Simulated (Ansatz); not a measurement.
# Ag (fcc type): the cost of one run

Method: DFT PBE, with the methods named in each step, in Ansatz 0.2.0.

### 1 Starting point

It takes space group Fm-3m (No. 225, cubic). The conventional cell has a = 4.147 Å, b = 4.147 Å, c = 4.147 Å, α = 90.00°, β = 90.00°, γ = 90.00°. Ag (site symmetry m-3m) is surrounded by 12 Ag at 2.93 Å.

As a file:

```xyz
1
Lattice="0.0000 2.0734 2.0734 2.0734 0.0000 2.0734 2.0734 2.0734 0.0000" Properties=species:S:1:pos:R:3 pbc="T T T"
Ag    0.0000    0.0000    0.0000
```

### 2 Bulk cell relaxed, PAW

The input, input.yaml:

```yaml
crystal:
  lattice:
    - [0.0, 2.0734371548, 2.0734371548]
    - [2.0734371548, 0.0, 2.0734371548]
    - [2.0734371548, 2.0734371548, 0.0]
  atoms:
    - { symbol: Ag, position: [0.0, 0.0, 0.0] }
kpoints:
  mp_grid: { grid: [18, 18, 18] }
scf:
  occupations: { method: fermi_dirac, width: 0.05 }
hamiltonian:
  xc: pbe
  pseudopotentials: { kind: paw }
output:
  forces: true
  stress: true
relax:
  f_tol: 0.005
  max_steps: 40
  cell: {}
```

Launch:

```console
> ansatz run input.yaml --threads 1 --pin off --max-ram 3584MiB --backend cpu --events-out ev --progress --plain --runs-dir out
```

What time and memory should one allow on 1 thread of Arm Neoverse V2, shared host?

About 3.6 s, with a peak of 0.31 GiB.
